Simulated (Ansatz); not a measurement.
# ClFH3NSn: inversion of the pyramid at N1

Aim: the minimum-energy path and barrier of the inversion of the pyramid at N1. The ends are relaxed first, then joined by a nudged elastic band. SMILES of the start: [NH2][SnH]([F])[Cl].

Method: RKS BLYP-D4/def2-SVP, in Ansatz 0.2.0.

## Step 1: The system as given

Bond lengths: N1–Sn2 1.999 Å, Sn2–F3 1.940 Å, Sn2–Cl4 2.294 Å, N1–H5 1.045 Å, N1–H6 1.088 Å, Sn2–H7 1.775 Å. Angles: N1–Sn2–F3 109.0°, N1–Sn2–Cl4 111.3°, N1–Sn2–H7 108.8°, F3–Sn2–Cl4 108.6°, F3–Sn2–H7 109.9°, Cl4–Sn2–H7 109.3°, Sn2–N1–H5 109.8°, Sn2–N1–H6 109.4°, H5–N1–H6 102.2°.

As a file:

```xyz
7

N    -0.4394    1.2606    0.0516
Sn    0.5201   -0.4907   -0.0316
F     1.4091   -0.6447   -1.7495
Cl   -0.9358   -2.2485    0.1997
H    -1.0058    1.3130    0.9278
H    -1.2059    1.2898   -0.7194
H     1.7189   -0.5475    1.2756
```

## Step 2: Relaxing end A

File input.yaml:

```yaml
crystal:
  periodic: [false, false, false]
  atoms:
    - { symbol: "N", position_ang: [-0.4394, 1.2606, 0.0516] }
    - { symbol: Sn, position_ang: [0.5201, -0.4907, -0.0316] }
    - { symbol: F, position_ang: [1.4091, -0.6447, -1.7495] }
    - { symbol: Cl, position_ang: [-0.9358, -2.2485, 0.1997] }
    - { symbol: H, position_ang: [-1.0058, 1.313, 0.9278] }
    - { symbol: H, position_ang: [-1.2059, 1.2898, -0.7194] }
    - { symbol: H, position_ang: [1.7189, -0.5475, 1.2756] }
basis:
  gaussian: { orbitals: def2-SVP }
hamiltonian:
  xc: blyp
  dispersion: d4
relax:
  f_tol: 0.015
  max_steps: 40
```

On the command line:

```sh
$ ansatz run input.yaml --threads 1 --pin off --max-ram 2048MiB --backend cpu --events-out ev --progress --plain --runs-dir out
```

The log of the run (excerpt; [...] marks lines left out):

```text
Warning: RAYON_NUM_THREADS=1 ignored (pool sized by the plan → 1); use --threads N
[...]
Functional definition: BLYP
[...]
980 factors; their error is unknown
[...]
mean field -22601.58496591 eV, -830.5929275927 hartree, gradient 3.8e-5 eV, S^2 0.000000; 0 other end points of the search recorded, 0 dependent functions left out
[...]
reference -22601.58529708 eV, -830.5929397629 hartree; 29, 29 occupied and 58, 58 virtual orbitals, 980 factors
relax step   1: F+E_penalty+E_count = -22601.90567955 eV  Δ(F+E_penalty+E_count) = +0.000e0 eV  max|allowed force component| = 2.348e0 eV/Å  Δτ_max = 0.0000 Å  (27 SCF iters, accepted)
[...]
relax step   6: F+E_penalty+E_count = -22602.13885195 eV  Δ(F+E_penalty+E_count) = -4.938e-4 eV  max|allowed force component| = 1.858e-1 eV/Å  Δτ_max = 0.0840 Å  (28 SCF iters, accepted)
[...]
relax step  11: F+E_penalty+E_count = -22602.14032527 eV  Δ(F+E_penalty+E_count) = +9.255e-4 eV  max|allowed force component| = 3.448e-1 eV/Å  Δτ_max = 0.0976 Å  (29 SCF iters, rejected (line search))
[...]
relax step  16: F+E_penalty+E_count = -22602.14476692 eV  Δ(F+E_penalty+E_count) = -1.522e-3 eV  max|allowed force component| = 8.271e-3 eV/Å  Δτ_max = 0.0572 Å  (28 SCF iters, accepted)
[...]
relax step  21: F+E_penalty+E_count = -22602.14764743 eV  Δ(F+E_penalty+E_count) = -7.323e-4 eV  max|allowed force component| = 1.582e-2 eV/Å  Δτ_max = 0.0497 Å  (27 SCF iters, accepted)
relax step  22: F+E_penalty+E_count = -22602.13170296 eV  Δ(F+E_penalty+E_count) = +1.594e-2 eV  max|allowed force component| = 7.354e-1 eV/Å  Δτ_max = 0.1977 Å  (34 SCF iters, rejected (line search))
relax step  23: F+E_penalty+E_count = -22602.14812481 eV  Δ(F+E_penalty+E_count) = -4.774e-4 eV  max|allowed force component| = 2.319e-2 eV/Å  Δτ_max = 0.0443 Å  (28 SCF iters, accepted)
```

## Step 3: The log goes on: end point A relaxed

The log, continued (excerpt; [...] marks lines left out):

```text
relax step  24: F+E_penalty+E_count = -22602.14692214 eV  Δ(F+E_penalty+E_count) = +1.203e-3 eV  max|allowed force component| = 2.433e-1 eV/Å  Δτ_max = 0.0979 Å  (29 SCF iters, rejected (line search))
[...]
relax step  26: F+E_penalty+E_count = -22602.14856161 eV  Δ(F+E_penalty+E_count) = -3.151e-4 eV  max|allowed force component| = 5.629e-2 eV/Å  Δτ_max = 0.0487 Å  (28 SCF iters, accepted)
[...]
relax step  28: F+E_penalty+E_count = -22602.14890595 eV  Δ(F+E_penalty+E_count) = -2.689e-4 eV  max|allowed force component| = 3.288e-2 eV/Å  Δτ_max = 0.0109 Å  (30 SCF iters, accepted)
[...]
relax step  30: F+E_penalty+E_count = -22602.14918185 eV  Δ(F+E_penalty+E_count) = -1.133e-4 eV  max|allowed force component| = 2.475e-2 eV/Å  Δτ_max = 0.0265 Å  (29 SCF iters, accepted)
[...]
reference -22601.83481477 eV, -830.6021093688 hartree; 29, 29 occupied and 58, 58 virtual orbitals, 980 factors
Total energy: -22602.14962723 eV, -830.6136785135 hartree
Atom 0 at    -0.576085     1.231412     0.295124 Å, force    -0.003622    -0.001299    -0.000231 eV/Å
Atom 1 at     0.535876    -0.498395     0.089150 Å, force     0.006484     0.006179    -0.001010 eV/Å
Atom 2 at     1.099766    -0.601588    -1.794688 Å, force    -0.002013    -0.002818    -0.001423 eV/Å
Atom 3 at    -0.907680    -2.341616     0.537504 Å, force     0.002281     0.001869    -0.000484 eV/Å
Atom 4 at    -1.571378     0.966195     0.364761 Å, force    -0.004130     0.001114     0.001223 eV/Å
Atom 5 at    -0.490618     1.781686    -0.574921 Å, force     0.002472    -0.000779     0.000181 eV/Å
Atom 6 at     1.971319    -0.605694     1.037269 Å, force    -0.001473    -0.004267     0.001744 eV/Å
Dipole moment:    -0.033458     0.345081     0.208247 e Å
```

It took 2.6 min on 1 thread of Arm Neoverse N1, shared host; peak memory 0.14 GiB.

Relaxation path, one in 2:

```
step  energy from step 1 (eV)  largest force component (eV/Å)
   1                   0.0000                          2.3478
   3                  -0.2291                          0.2626
   5                  -0.2327                          0.0356
   7                  -0.2340                          0.0552
  9x                  -0.2286                          0.6531
 11x                  -0.2346                          0.3448
  13                  -0.2366                          0.0684
  15                  -0.2376                          0.1411
 17x                  -0.2365                          0.3867
  19                  -0.2402                          0.1712
  21                  -0.2420                          0.0158
  23                  -0.2424                          0.0232
  25                  -0.2426                          0.0341
  27                  -0.2430                          0.0748
  29                  -0.2434                          0.0146
  31                  -0.2435                          0.0512
  33                  -0.2436                          0.0065
```

Step 1 is the start. 5 steps were tried and not accepted (marked x).

After: Bond lengths: N1–Sn2 2.067 Å, Sn2–F3 1.969 Å, Sn2–Cl4 2.384 Å, N1–H5 1.032 Å, N1–H6 1.033 Å, Sn2–H7 1.724 Å. Angles: N1–Sn2–F3 107.1°, N1–Sn2–Cl4 107.6°, N1–Sn2–H7 116.4°, F3–Sn2–Cl4 108.2°, F3–Sn2–H7 106.5°, Cl4–Sn2–H7 110.7°, Sn2–N1–H5 108.1°, Sn2–N1–H6 108.5°, H5–N1–H6 105.9°.

## Step 4: Relaxing end B

The second end starts from a geometry with the move made by hand.

Edit input.yaml of step 2 so:

```diff
@@ -7,4 +7,4 @@
     - { symbol: Cl, position_ang: [-0.9358, -2.2485, 0.1997] }
-    - { symbol: H, position_ang: [-1.0058, 1.313, 0.9278] }
-    - { symbol: H, position_ang: [-1.2059, 1.2898, -0.7194] }
+    - { symbol: H, position_ang: [-0.0832, 1.82181, 0.85748] }
+    - { symbol: H, position_ang: [-0.14995, 1.87216, -0.79989] }
     - { symbol: H, position_ang: [1.7189, -0.5475, 1.2756] }
```

On the command line:

```sh
$ ansatz run input.yaml --threads 1 --pin off --max-ram 2048MiB --backend cpu --events-out ev --progress --plain --runs-dir out
```

The log of the run (excerpt; [...] marks lines left out):

```text
Warning: RAYON_NUM_THREADS=1 ignored (pool sized by the plan → 1); use --threads N
[...]
[... 1 set-up line as earlier in the session ...]
[...]
980 factors; their error is unknown
[...]
mean field -22601.51815968 eV, -830.5904725089 hartree, gradient 1.7e-5 eV, S^2 0.000000; 0 other end points of the search recorded, 0 dependent functions left out
[...]
reference -22601.51849144 eV, -830.5904847009 hartree; 29, 29 occupied and 58, 58 virtual orbitals, 980 factors
relax step   1: F+E_penalty+E_count = -22601.83728324 eV  Δ(F+E_penalty+E_count) = +0.000e0 eV  max|allowed force component| = 2.648e0 eV/Å  Δτ_max = 0.0000 Å  (28 SCF iters, accepted)
[...]
relax step   5: F+E_penalty+E_count = -22602.08860710 eV  Δ(F+E_penalty+E_count) = -8.995e-3 eV  max|allowed force component| = 4.161e-1 eV/Å  Δτ_max = 0.1091 Å  (28 SCF iters, accepted)
[...]
relax step   9: F+E_penalty+E_count = -22602.12329813 eV  Δ(F+E_penalty+E_count) = -7.557e-3 eV  max|allowed force component| = 6.578e-2 eV/Å  Δτ_max = 0.0954 Å  (29 SCF iters, accepted)
[...]
relax step  13: F+E_penalty+E_count = -22602.13823047 eV  Δ(F+E_penalty+E_count) = -4.153e-3 eV  max|allowed force component| = 3.749e-2 eV/Å  Δτ_max = 0.0750 Å  (28 SCF iters, accepted)
[...]
relax step  16: F+E_penalty+E_count = -22602.14039437 eV  Δ(F+E_penalty+E_count) = +1.530e-3 eV  max|allowed force component| = 1.585e-1 eV/Å  Δτ_max = 0.1240 Å  (29 SCF iters, rejected (line search))
[...]
relax step  17: F+E_penalty+E_count = -22602.14379130 eV  Δ(F+E_penalty+E_count) = -1.867e-3 eV  max|allowed force component| = 6.252e-2 eV/Å  Δτ_max = 0.0602 Å  (29 SCF iters, accepted)
[...]
980 factors; their error is unknown
```

## Step 5: The log goes on: end point B relaxed

The log, continued (excerpt; [...] marks lines left out):

```text
mean field -22601.83092975 eV, -830.6019665969 hartree, gradient 2.4e-5 eV, S^2 0.000000; 0 other end points of the search recorded, 0 dependent functions left out
[...]
reference -22601.83126247 eV, -830.6019788243 hartree; 29, 29 occupied and 58, 58 virtual orbitals, 980 factors
relax step  18: F+E_penalty+E_count = -22602.14618597 eV  Δ(F+E_penalty+E_count) = -2.395e-3 eV  max|allowed force component| = 8.734e-2 eV/Å  Δτ_max = 0.0682 Å  (28 SCF iters, accepted)
[...]
relax step  21: F+E_penalty+E_count = -22602.14824338 eV  Δ(F+E_penalty+E_count) = -3.848e-4 eV  max|allowed force component| = 8.999e-2 eV/Å  Δτ_max = 0.0650 Å  (28 SCF iters, accepted)
[...]
relax step  24: F+E_penalty+E_count = -22602.14891984 eV  Δ(F+E_penalty+E_count) = +3.623e-6 eV  max|allowed force component| = 8.019e-2 eV/Å  Δτ_max = 0.0624 Å  (28 SCF iters, rejected (line search))
[...]
reference -22601.83441412 eV, -830.6020946452 hartree; 29, 29 occupied and 58, 58 virtual orbitals, 980 factors
Total energy: -22602.14961381 eV, -830.6136780203 hartree
Atom 0 at    -0.196915     1.416556     0.309999 Å, force     0.000422     0.003142    -0.007222 eV/Å
Atom 1 at     0.670017    -0.450234     0.132495 Å, force     0.001653     0.000875    -0.000477 eV/Å
Atom 2 at     1.831570    -0.436573    -1.458746 Å, force    -0.000994     0.000240     0.002522 eV/Å
Atom 3 at    -1.097637    -1.996065    -0.264677 Å, force    -0.000332    -0.000385    -0.000182 eV/Å
Atom 4 at     0.327351     2.088133    -0.274165 Å, force    -0.008790    -0.005970     0.003720 eV/Å
Atom 5 at    -1.146073     1.367756    -0.093593 Å, force     0.007935     0.003215     0.002194 eV/Å
Atom 6 at     1.651437    -0.966403     1.452078 Å, force     0.000106    -0.001118    -0.000556 eV/Å
Dipole moment:    -0.025281     0.334403     0.245515 e Å
```

Run time: 2.2 min. Hardware: 1 thread of Arm Neoverse N1, shared host; peak memory 0.14 GiB.

Relaxation path:

```
step  energy from step 1 (eV)  largest force component (eV/Å)
   1                   0.0000                          2.6479
   2                  -0.2101                          0.6809
   3                  -0.2325                          0.4033
   4                  -0.2423                          0.3823
   5                  -0.2513                          0.4161
   6                  -0.2733                          0.1479
   7                  -0.2785                          0.0452
  8x                  -0.2751                          0.7623
   9                  -0.2860                          0.0658
  10                  -0.2917                          0.2244
 11x                  -0.2890                          0.4960
  12                  -0.2968                          0.0719
  13                  -0.3009                          0.0375
  14                  -0.3023                          0.2590
  15                  -0.3046                          0.1904
 16x                  -0.3031                          0.1585
  17                  -0.3065                          0.0625
  18                  -0.3089                          0.0873
  19                  -0.3099                          0.0551
  20                  -0.3106                          0.0209
  21                  -0.3110                          0.0900
  22                  -0.3113                          0.0410
  23                  -0.3116                          0.0146
 24x                  -0.3116                          0.0802
  25                  -0.3118                          0.0087
 26x                  -0.3109                          0.1637
  27                  -0.3119                          0.0079
 28x                  -0.3118                          0.0733
  29                  -0.3120                          0.0088
```

Step 1 is the start. 6 steps were tried and not accepted (marked x).

After: Bond lengths: N1–Sn2 2.066 Å, Sn2–F3 1.970 Å, Sn2–Cl4 2.382 Å, N1–H5 1.033 Å, N1–H6 1.033 Å, Sn2–H7 1.724 Å. Angles: N1–Sn2–F3 108.1°, N1–Sn2–Cl4 106.8°, N1–Sn2–H7 116.3°, F3–Sn2–Cl4 107.9°, F3–Sn2–H7 106.5°, Cl4–Sn2–H7 110.8°, Sn2–N1–H5 109.0°, Sn2–N1–H6 108.0°, H5–N1–H6 106.0°.

## Step 6: Nudged elastic band

crystal.atoms is end A as relaxed above, and neb.final_atoms is end B, turned to lie on A. With 7 inner images the band has 9 in all. The start path is listed, through a guess of the saddle.

File input.yaml:

```yaml
crystal:
  periodic: [false, false, false]
  atoms:
    - { symbol: "N", position_ang: [-0.576085, 1.231412, 0.295124] }
    - { symbol: Sn, position_ang: [0.535876, -0.498395, 0.08915] }
    - { symbol: F, position_ang: [1.099766, -0.601588, -1.794688] }
    - { symbol: Cl, position_ang: [-0.90768, -2.341616, 0.537504] }
    - { symbol: H, position_ang: [-1.571378, 0.966195, 0.364761] }
    - { symbol: H, position_ang: [-0.490618, 1.781686, -0.574921] }
    - { symbol: H, position_ang: [1.971319, -0.605694, 1.037269] }
basis:
  gaussian: { orbitals: def2-SVP }
hamiltonian:
  xc: blyp
  dispersion: d4
neb:
  order_check: false
  images: 7
  f_tol: 0.03
  max_iterations: 60
  final_atoms:
    - { symbol: "N", position_ang: [-0.60576261, 1.20827655, 0.31828911] }
    - { symbol: Sn, position_ang: [0.53379716, -0.49961111, 0.08914519] }
    - { symbol: F, position_ang: [1.12246843, -0.59495914, -1.78857013] }
    - { symbol: Cl, position_ang: [-0.90797441, -2.35029803, 0.49925787] }
    - { symbol: H, position_ang: [-0.43754145, 1.83553077, -0.48506129] }
    - { symbol: H, position_ang: [-1.60088762, 0.9378853, 0.26552904] }
    - { symbol: H, position_ang: [1.9571005, -0.60482436, 1.0556092] }
  initial_path:
    images:
      - { positions_ang: [[-0.576085, 1.231412, 0.295124], [0.535876, -0.498395, 0.08915], [1.099766, -0.601588, -1.794688], [-0.90768, -2.341616, 0.537504], [-1.571378, 0.966195, 0.364761], [-0.490618, 1.781686, -0.574921], [1.971319, -0.605694, 1.037269]] }
      - { positions_ang: [[-0.59984071, 1.20130722, 0.2407351], [0.51114173, -0.51112398, 0.060959], [1.15028474, -0.60834986, -1.78571593], [-0.89420201, -2.36316314, 0.46258056], [-1.37963192, 1.08884586, 0.53713648], [-0.62047652, 1.70307982, -0.65431233], [1.89392469, -0.57859593, 1.09281613]] }
      - { positions_ang: [[-0.62359642, 1.17120244, 0.18634621], [0.48640745, -0.52385296, 0.03276799], [1.20080348, -0.61511171, -1.77674387], [-0.88072402, -2.38471027, 0.38765712], [-1.18788583, 1.21149672, 0.70951196], [-0.75033504, 1.62447365, -0.73370366], [1.81653038, -0.55149785, 1.14836325]] }
      - { positions_ang: [[-0.64735213, 1.14109766, 0.13195731], [0.46167318, -0.53658195, 0.00457699], [1.25132223, -0.62187357, -1.7677718], [-0.86724603, -2.40625741, 0.31273368], [-0.99613975, 1.33414757, 0.88188744], [-0.88019356, 1.54586747, -0.81309499], [1.73913607, -0.52439978, 1.20391038]] }
      - { positions_ang: [[-0.67110784, 1.11099287, 0.07756841], [0.43693891, -0.54931093, -0.02361402], [1.30184097, -0.62863542, -1.75879973], [-0.85376804, -2.42780455, 0.23781023], [-0.80439367, 1.45679843, 1.05426291], [-1.01005209, 1.4672613, -0.89248632], [1.66174175, -0.49730171, 1.25945751]] }
      - { positions_ang: [[-0.65477153, 1.13531379, 0.13774859], [0.46115347, -0.53688597, 0.00457578], [1.25699783, -0.62021635, -1.76624233], [-0.86731963, -2.40842792, 0.30317214], [-0.71268061, 1.55148152, 0.66943186], [-1.15776097, 1.3349173, -0.60298248], [1.73558144, -0.52418237, 1.20849543]] }
      - { positions_ang: [[-0.63843522, 1.15963471, 0.19792876], [0.48536803, -0.52446102, 0.03276558], [1.2121547, -0.61179728, -1.77368493], [-0.88087123, -2.38905129, 0.36853405], [-0.62096756, 1.6461646, 0.28460081], [-1.30546985, 1.2025733, -0.31347864], [1.80942113, -0.55106303, 1.15753336]] }
      - { positions_ang: [[-0.62209891, 1.18395563, 0.25810894], [0.50958259, -0.51203606, 0.06095538], [1.16731157, -0.60337821, -1.78112753], [-0.89442282, -2.36967466, 0.43389596], [-0.5292545, 1.74084769, -0.10023024], [-1.45317874, 1.0702293, -0.0239748], [1.88326082, -0.57794369, 1.10657128]] }
      - { positions_ang: [[-0.60576261, 1.20827655, 0.31828911], [0.53379716, -0.49961111, 0.08914519], [1.12246843, -0.59495914, -1.78857013], [-0.90797441, -2.35029803, 0.49925787], [-0.43754145, 1.83553077, -0.48506129], [-1.60088762, 0.9378853, 0.26552904], [1.9571005, -0.60482436, 1.0556092]] }
```

On the command line:

```sh
$ ansatz run input.yaml --threads 1 --pin off --max-ram 2048MiB --backend cpu --events-out ev --progress --plain --runs-dir out
```

The log of the run (excerpt; [...] marks lines left out):

```text
Warning: RAYON_NUM_THREADS=1 ignored (pool sized by the plan → 1); use --threads N
[...]
[... 1 set-up line as earlier in the session ...]
[...]
980 factors; their error is unknown
[...]
mean field -22601.83450097 eV, -830.6020978369 hartree, gradient 3.1e-5 eV, S^2 0.000000; 0 other end points of the search recorded, 0 dependent functions left out
[...]
reference -22601.83483362 eV, -830.6021100618 hartree; 29, 29 occupied and 58, 58 virtual orbitals, 980 factors
980 factors; their error is unknown
[...]
mean field -22601.83408549 eV, -830.6020825685 hartree, gradient 3.0e-5 eV, S^2 0.000000; 0 other end points of the search recorded, 0 dependent functions left out
[...]
reference -22601.83441872 eV, -830.6020948144 hartree; 29, 29 occupied and 58, 58 virtual orbitals, 980 factors
NEB end point (image 0): max|allowed force component| = 6.678e-3 eV/Å (the criterion of neb.relax_end_points is 1.000e-2)
[...]
NEB iter  16: max|band force component| = 1.693e-2 eV/Å  barrier→ = 0.1161 eV  barrier← = 0.1161 eV  CI = image 5  Δτ_max = 0.0000 Å  (391 SCF iters)
Total energy: -22602.03353609 eV, -830.6094122428 hartree
Atom 0 at    -0.662447     1.095889     0.069752 Å, force     0.016009    -0.013020     0.001086 eV/Å
Atom 1 at     0.504654    -0.540742     0.049382 Å, force     0.007428    -0.007348    -0.007337 eV/Å
Atom 2 at     1.387586    -0.686124    -1.701111 Å, force    -0.003514     0.003769     0.003049 eV/Å
Atom 3 at    -0.909027    -2.449128     0.087325 Å, force    -0.000061    -0.003937     0.003314 eV/Å
Atom 4 at    -0.424073     1.943059     0.585959 Å, force    -0.005055     0.006122     0.001744 eV/Å
Atom 5 at    -1.574145     1.116035    -0.387555 Å, force    -0.016772     0.015008    -0.006225 eV/Å
Atom 6 at     1.738652    -0.546989     1.250448 Å, force     0.001966    -0.000594     0.004369 eV/Å
Dipole moment:    -0.086318     0.529263     0.487190 e Å
this run last wrote the band of iteration 16 to <dir>
```

Wall time 8 min (1 thread of Arm Neoverse N1, shared host); peak memory 0.14 GiB.

[end of part 1 of 2]
